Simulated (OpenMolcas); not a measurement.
# Nb³⁺ among point charges: CASSCF levels and susceptibility

How does a field of 5 point charges split the states of Nb³⁺, and what χT follows?

The numbers are computed with OpenMolcas 26.06 (state-averaged CASSCF, spin-orbit coupling by RASSI with atomic mean-field integrals), except any that are marked as measured or tabulated.

1 further run of the same task is left out (it didn't finish).

### Step 1. Starting point

- Species: Nb³⁺ (niobium, Z = 41, 38 electrons)
- Basis: ANO-RCC-VDZP [6s5p3d1f], 43 functions
- Scalar Hamiltonian: DKH2, point nucleus
- Inactive shells: 1s 2s 2p 3s 3p 3d 4s 4p
- Active space: 2 electrons in 5 orbitals (4d)
- Some configurations of this space: 4d2
- Orbitals: optimised for each spin and parity, averaged over all roots

Outer shells as boxes (Hund's rule):

4d2
```
4d [↑ ][↑ ][  ][  ][  ]
```

The ion sits among 5 point charges of -2 e arranged as a square pyramid (C4v), 1.9 Å from the ion, with the axial distance 1.767 Å. The active orbitals were held to one l.

The work runs as a chain of OpenMolcas steps in one folder; each step below is one input file. Labels, J, g values, rates, χT and fits are worked out afterwards by a script from the matrices that RASSI stores.

### Step 2. One- and two-electron integrals

File a.inp:

```
&GATEWAY
Coord
1

Nb 0.0 0.0 0.0
Basis=ANO-RCC-VDZP
Group=NoSym
NoMove
AngMom=0.0 0.0 0.0
AMFI
XField
5 Angstrom 0
1.900000 0.000000 0.000000 -2.000000
0.000000 1.900000 0.000000 -2.000000
-1.900000 0.000000 0.000000 -2.000000
0.000000 -1.900000 0.000000 -2.000000
0.000000 0.000000 1.767000 -2.000000
&SEWARD
```

Started as:

```bash
> OMP_NUM_THREADS=1 MOLCAS_MEM=1689 MOLCAS_PROJECT=a pymolcas a.inp > a.log
```

### Step 3. Reference wave functions, triplets, 10 roots

File a.inp:

```
&RASSCF
FileOrb=start.orb
Symmetry=1
Spin=3
nActEl=2 0 0
Inactive=18
Ras2=5
CIRoot=10 10 1
SDav=10
CIMx=300
Iter=120 100
PrWF=0.3
OrbListing=Nothing
MaxOrb=0
SupSym
1
15 10 11 12 13 14 19 20 21 22 23 32 33 34 35 36
>>> COPY $Project.JobIph JOB001
```

start.orb holds the contracted functions of the basis, ordered by shell, or the orbitals of the step before.

### Step 4. CASSCF: singlets, 15 roots

File a.inp:

```
&RASSCF
FileOrb=start.orb
Symmetry=1
Spin=1
nActEl=2 0 0
Inactive=18
Ras2=5
CIRoot=15 15 1
SDav=15
CIMx=300
Iter=120 100
PrWF=0.3
OrbListing=Nothing
MaxOrb=0
SupSym
1
15 10 11 12 13 14 19 20 21 22 23 32 33 34 35 36
>>> COPY $Project.JobIph JOB002
```

### Step 5. RASSI: spin-orbit coupling between the states

File a.inp:

```
&RASSI
NrOfJobIphs=2 10 15
1 2 3 4 5 6 7 8 9 10
1 2 3 4 5 6 7 8 9 10 11 12 13 14 15
IphNames
JOB001
JOB002
EJob
SpinOrbit
DIPRint=1.0
SOCoupling=1000.0
Subsets=2
Property=9
'ANGMOM' 1 'ANGMOM' 2 'ANGMOM' 3 'MLTPL  1' 1 'MLTPL  1' 2 'MLTPL  1' 3
'AMFI' 1 'AMFI' 2 'AMFI' 3
SOProperty=3
'ANGMOM' 1 'ANGMOM' 2 'ANGMOM' 3
```

Before running it: what results should come out? Wanted: spin-free ground state; first state of the same spin within the active space; lowest level; next level.

The runs gave:

| quantity | value |
| --- | --- |
| method | CASSCF |
| spin-free ground state | triplet, 1-fold in its orbital part |
| first state of the same spin within the active space | triplet at 8950 cm⁻¹ |
| lowest level | 1-fold |
| next level | 25.6 cm⁻¹ |
| χT at 300 K | 0.91 cm³ K/mol |
| effective moment at 300 K | 2.70 μB |

In words: The spin-free ground state (triplet) comes to 86 % from free-ion F terms and keeps the highest spin of the shell. χT at 300 K is 0.91, against 1.00 cm³ K/mol for the spin alone, so spin-orbit coupling lowers it. The field of point charges can differ much from that of real complexes. Point charges carry no covalency, so the field is a model and not that of real ligands.
